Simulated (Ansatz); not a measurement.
# InH2F: how energies converge with the basis set

One table from this session's results is given with a row withheld; the runs are named, their logs left out.

The runs use Ansatz 0.2.0, Gaussian basis; one geometry, several basis sets.

Levels to be run: PBE0-D4/def2-SVP; ωB97M-V/def2-SVP; PBE0-D4/def2-QZVPP; ωB97M-V/def2-QZVPP; the functionals' def2-TZVPP values are taken from earlier runs.

**The relaxed structure**

All runs share one geometry, relaxed beforehand with PBE0-D4 in a triple-zeta def2 set. In takes the def2 core potential; no spin-orbit term is included.

SMILES `[F][InH2]`, 4 atoms, charge 0, spin multiplicity 1.

Atoms are counted from 1 here; the program's logs count them from 0.

Bond lengths: F1–In2 1.961 Å, In2–H3 1.702 Å, In2–H4 1.702 Å. Angles: F1–In2–H3 110.4°, F1–In2–H4 110.4°, H3–In2–H4 139.2°.

Geometry (Å):

```mol
FH2In
  3D, bonds by distance, orders not assigned

  4  3  0  0  0  0  0  0  0  0999 V2000
   -1.6318   -0.6294    0.1886 F   0  0
    0.1944    0.0523   -0.0263 In  0  0
    1.3043   -0.9651    0.7679 H   0  0
    0.1886    1.4819   -0.9504 H   0  0
  1  2  8  0
  2  3  8  0
  2  4  8  0
M  END
```

Set-up of the first run:

in.yaml reads:

```yaml
crystal:
  periodic: [false, false, false]
  atoms:
    - {symbol: F, position_ang: [-1.631792, -0.629380, 0.188604]}
    - {symbol: In, position_ang: [0.194444, 0.052342, -0.026332]}
    - {symbol: H, position_ang: [1.304304, -0.965071, 0.767877]}
    - {symbol: H, position_ang: [0.188643, 1.481908, -0.950449]}
basis:
  gaussian: {orbitals: def2-SVP}
hamiltonian: {xc: pbe0, dispersion: d4}
output: {orbitals: {seedname: orbitals}}
```

Steps of the session up to this table: PBE0-D4 in def2-SVP; ωB97M-V in def2-SVP; PBE0-D4 in def2-QZVPP; ωB97M-V in def2-QZVPP.

One of the session's tables, all rows but one given; the rest of the session is left out.

It belongs to the step «Functionals by basis». 

| functional | basis | HOMO (eV) | LUMO (eV) |
| --- | --- | --- | --- |
| PBE0-D4 | def2-SVP | -8.55 | -1.72 |
| PBE0-D4 | def2-TZVPP | -8.74 | -1.83 |
| PBE0-D4 | def2-QZVPP | -8.77 | -1.86 |
| ωB97M-V | def2-SVP | ? | ? |
| ωB97M-V | def2-TZVPP | -10.97 | -0.36 |
| ωB97M-V | def2-QZVPP | -11.00 | -0.41 |

Q: Estimate the row for ωB97M-V, def2-SVP from the others.

As computed: HOMO (eV): -10.75; LUMO (eV): -0.12. In the column «HOMO (eV)» it lies between ωB97M-V, def2-TZVPP (-10.97) and PBE0-D4, def2-QZVPP (-8.77).
